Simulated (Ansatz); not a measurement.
# K7NaCl8: the cost of one run

All numbers below are computed with Ansatz 0.2.0 (DFT PBE, scalar-relativistic, plane waves, PAW).

### 1 Starting point

The cell holds 16 atoms (Cl8K7Na): a = 8.056 Å, b = 8.145 Å, c = 8.139 Å, α = 88.78°, β = 91.06°, γ = 89.26°.

1 Na, 8 Cl, 7 K were thrown into a skewed cell at random, at 0.96 times a reference volume of the solid, and pushed apart as soft spheres.

As a file:

```xyz
16
Lattice="8.0552 0.0524 -0.0749 0.0524 8.1439 0.0867 -0.0749 0.0867 8.1384" Properties=species:S:1:pos:R:3 pbc="T T T"
Na    7.0989    5.1298    6.9996
Cl    3.3829    5.2176    3.6853
Cl    0.6999    4.9459    4.9868
Cl    6.3058    7.0276    0.3172
Cl    7.9593    2.9498    3.2519
Cl    4.5484    0.2588    2.0709
Cl    6.5793    1.7701    5.4867
Cl    3.2575    5.3144    6.8230
Cl    0.7893    6.9227    6.9021
K     1.4607    7.5803    3.8483
K     2.6557    2.8139    5.1448
K     1.5998    4.5613    1.4519
K     4.7744    2.6354    0.3920
K     0.4799    1.0423    0.3390
K     6.2433    5.7232    2.9547
K     4.6864    7.7254    6.0412
```

### 2 Langevin stage at 1600 K

The cutoff is lowered while the worst contacts of the packing are taken out. One k point, a Fermi-Dirac width of 0.138 eV and a fixed cell.

Input file input.yaml:

```yaml
crystal:
  lattice:
    - [8.055211, 0.052398, -0.074907]
    - [0.052398, 8.143938, 0.086674]
    - [-0.074907, 0.086674, 8.138414]
  atoms:
    - { symbol: Na, position: [0.8852878562, 0.6150239171, 0.8616667507] }
    - { symbol: Cl, position: [0.4200254938, 0.6331828569, 0.4499504416] }
    - { symbol: Cl, position: [0.0886238362, 0.6002737621, 0.607165206] }
    - { symbol: Cl, position: [0.7775858762, 0.8575218558, 0.0369988343] }
    - { symbol: Cl, position: [0.9895759424, 0.3515355953, 0.4049438367] }
    - { symbol: Cl, position: [0.566894578, 0.0253682367, 0.2594122759] }
    - { symbol: Cl, position: [0.8217628123, 0.2048270858, 0.6795547458] }
    - { symbol: Cl, position: [0.4079895327, 0.6410386785, 0.835300674] }
    - { symbol: Cl, position: [0.1003259455, 0.8404598112, 0.8400612564] }
    - { symbol: K, position: [0.1796466508, 0.9246903907, 0.4646635352] }
    - { symbol: K, position: [0.3333675186, 0.3366515939, 0.6316402135] }
    - { symbol: K, position: [0.196598783, 0.5569708538, 0.1742745079] }
    - { symbol: K, position: [0.5910986453, 0.3192652703, 0.0502015281] }
    - { symbol: K, position: [0.0591315249, 0.127166745, 0.0408399547] }
    - { symbol: K, position: [0.7739228889, 0.693919186, 0.362782996] }
    - { symbol: K, position: [0.5825472466, 0.9370022205, 0.737690308] }
  symmetry: { detect: false }
basis:
  ecutwfc: 320
  xc_grid: 1
kpoints:
  mp_grid: { grid: [1, 1, 1], shift: [0.0, 0.0, 0.0] }
hamiltonian:
  xc: pbe
scf:
  occupations: { method: fermi_dirac, width: 0.1379 }
  lower_state_search: "off"
  convergence: { dr2_threshold: 1.0e-05 }
output:
  forces: true
  stress: true
md:
  timestep: 3.0
  n_steps: 24
  ensemble: nvt_langevin
  friction: 0.03
  temperature: 1600.0
  initial_velocities: maxwell_boltzmann
  seed: 73781
```

On the command line:

```bash
$ ansatz run input.yaml --threads 2 --pin off --max-ram 5120MiB --backend cpu --events-out ev --progress --plain --runs-dir out
```

What time and memory should one allow on 2 threads of Arm Neoverse V1, shared host?

About 25 s, with a peak of 0.4 GiB.
